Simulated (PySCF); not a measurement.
# H4Mo (MoH4): the cost of one run

Programs: PySCF 2.14.0, with routines of our own; each step states its level. All values are computed. Atoms count from 0.

### 1 The system as given

5 atoms, charge 0, multiplicity 3; geometry from: GFN2-xTB.

### 2 Geometry optimisation at PBE0-D3(BJ)/def2-SVP

What the job is given:

```
{"job": {"xc": "PBE0", "basis": "def2-SVP", "d3": "d3bj", "grid": 1, "maxiter": 30, "shake": 0.03, "kind": "geom"}, "charge": 0, "multiplicity": 3}
Mo     0.062190    -0.077020     0.012450
H     -0.007790    -0.030390     1.666000
H      1.514000     0.004080    -0.593770
H     -0.696100     1.375370    -0.548580
H     -0.797450    -1.382520    -0.598230
```

On the command line:

```bash
$ OMP_NUM_THREADS=1 python heavy_run.py task.json out
```

One launch serves the whole session: the jobs run in the order shown.

**Question.** How long does this first job take on 1 thread of Arm Neoverse N1, shared host, and how much memory does it need?

About 22 s, with a peak of 0.24 GiB.
